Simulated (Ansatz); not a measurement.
# [SnH3]− (SMILES [H][Sn-]([H])[H]) at CCSDTQ/STO-3G

Aim: the energy change on altering one bond length of [SnH3]− at CCSDTQ/STO-3G, from 2 runs. 

The calculation is run with Ansatz 0.2.0.

1 further run of the same task is left out (set aside as unsound or not needed).

**1. The structure to begin with**

The species is [SnH3]− (4 atoms), meant as a singlet with charge -1. As SMILES, `[H][Sn-]([H])[H]`. Geometry: a GFN2-xTB relaxation, a rough one for these elements and not checked as a minimum.

Bond lengths: Sn1–H2 1.948 Å, Sn1–H3 1.948 Å, Sn1–H4 1.949 Å. Angles: H2–Sn1–H3 93.3°, H2–Sn1–H4 93.4°, H3–Sn1–H4 93.5°.

**2. The energy at CCSDTQ/STO-3G**

The input, molecule.yaml:

```yaml
crystal:
  periodic: [false, false, false]
  atoms:
    - {symbol: Sn, position_ang: [-0.006380, 0.005730, 0.791670]}
    - {symbol: H, position_ang: [1.637790, -0.033600, -0.251650]}
    - {symbol: H, position_ang: [-0.786860, 1.432510, -0.280410]}
    - {symbol: H, position_ang: [-0.844540, -1.404640, -0.259610]}
basis:
  gaussian: {orbitals: STO-3G}
total_charge: -1
correlation: {method: ccsdtq, frozen_orbitals: {H: 0, Sn: 18}}
accuracy: high
scf: {omitted_lower_state_checks: [cluster_reference, increment]}
```

Command:

```
ansatz run molecule.yaml --threads 1 --pin off --max-ram 2610MiB --events-out events.jsonl --progress --plain --runs-dir runs
```

Standard output (excerpt; [...] marks lines left out):

```text
Warning: RAYON_NUM_THREADS=1 ignored (pool sized by the plan → 1); use --threads N
Functional definition: HF
  name "HF"
[...]
519 factors; integrals over basis functions are off by at most 4.0e-9 eV
[...]
mean field -162310.16395168 eV, -5964.7885074437 hartree, gradient 1.2e-8 eV, S^2 0.000000; 0 other end points of the search recorded, 0 dependent functions left out
18 core orbitals not correlated: weight in the atoms' cores, before any rotation towards them, 1.000 or more for the frozen orbitals, at most 0.000 for the correlated occupied ones
reference -162310.16395168 eV, -5964.7885074437 hartree; 9, 9 occupied and 3, 3 virtual orbitals, 519 factors
second order -1.16118918 eV of doubles, -0.00000000 eV of singles
cycle   1  -1.55329998 eV  change   -3.9e-1 eV  update   6.6e-2
[...]
cycle  20  -1.81930985 eV  change  -2.1e-10 eV  update  8.3e-10
Total energy: -162311.98326153 eV, -5964.8553658473 hartree
Checks for a lower state left out: cluster_reference, increment
```

Wall time 3.6 s (1 thread of AMD EPYC 9R45 (Zen 5), shared host); peak memory 0.17 GiB.

**3. The distorted shape**

The input, input.yaml:

```yaml
basis:
  gaussian: {orbitals: STO-3G}
crystal:
  periodic: [false, false, false]
  atoms:
    - {symbol: Sn, position_ang: [0.203166, 0.358332, 1.054497]}
    - {symbol: H, position_ang: [1.847336, 0.319002, 0.011177]}
    - {symbol: H, position_ang: [-0.577314, 1.785112, -0.017583]}
    - {symbol: H, position_ang: [-0.844540, -1.404640, -0.259610]}
total_charge: -1
correlation: {method: ccsdtq, frozen_orbitals: {H: 0, Sn: 18}}
accuracy: high
scf: {omitted_lower_state_checks: [cluster_reference, increment]}
```

Command:

```
ansatz run input.yaml --threads 1 --pin off --max-ram 2610MiB --events-out events.jsonl --progress --plain --runs-dir runs
```

Standard output (excerpt; [...] marks lines left out):

```text
Warning: RAYON_NUM_THREADS=1 ignored (pool sized by the plan → 1); use --threads N
[... 2 set-up lines as earlier in the session ...]
[...]
518 factors; integrals over basis functions are off by at most 4.0e-9 eV
[...]
mean field -162308.14566749 eV, -5964.7143368677 hartree, gradient 6.3e-9 eV, S^2 0.000000; 0 other end points of the search recorded, 0 dependent functions left out; unrestricted orbitals would lower it
18 core orbitals not correlated: weight in the atoms' cores, before any rotation towards them, 1.000 or more for the frozen orbitals, at most 0.000 for the correlated occupied ones
reference -162308.14566749 eV, -5964.7143368677 hartree; 9, 9 occupied and 3, 3 virtual orbitals, 518 factors
second order -1.40444112 eV of doubles, -0.00000000 eV of singles
cycle   1  -1.88170530 eV  change   -4.8e-1 eV  update   8.9e-2
[...]
cycle  25  -2.27355169 eV  change   1.9e-10 eV  update  6.3e-10
Total energy: -162310.41921918 eV, -5964.7978883512 hartree
Checks for a lower state left out: cluster_reference, increment
```

Wall time 3.3 s (1 thread of AMD EPYC 9R45 (Zen 5), shared host); peak memory 0.17 GiB.

**4. Summary of results**

Level: CCSDTQ/STO-3G, 18 core orbitals frozen.

| quantity | value |
| --- | --- |
| first shape: total energy | -5964.85537 Eh |
| first shape: correlation energy (18 core orbitals frozen) | -66.9 mEh |
| first shape: T1 diagnostic | 0.009 |
| distorted shape: total energy | -5964.79789 Eh |
| distorted shape: correlation energy (18 core orbitals frozen) | -83.6 mEh |
| distorted shape: T1 diagnostic | 0.017 |
| energy change with the Sn1–H4 bond stretched from 1.949 to 2.436 Å | 1.564 eV |

With the Sn1–H4 bond stretched from 1.949 to 2.436 Å the energy rises by 1.56 eV (151 kJ/mol). The first shape isn't relaxed at this level, so the change isn't measured from a minimum. The minimal basis adds a large error of its own. Relativity is left out (first shape) although the molecule holds a heavy atom. The restricted solution (distorted shape) is unstable to spin breaking: an unrestricted one lies lower. Relativity is left out (distorted shape) although the molecule holds a heavy atom.
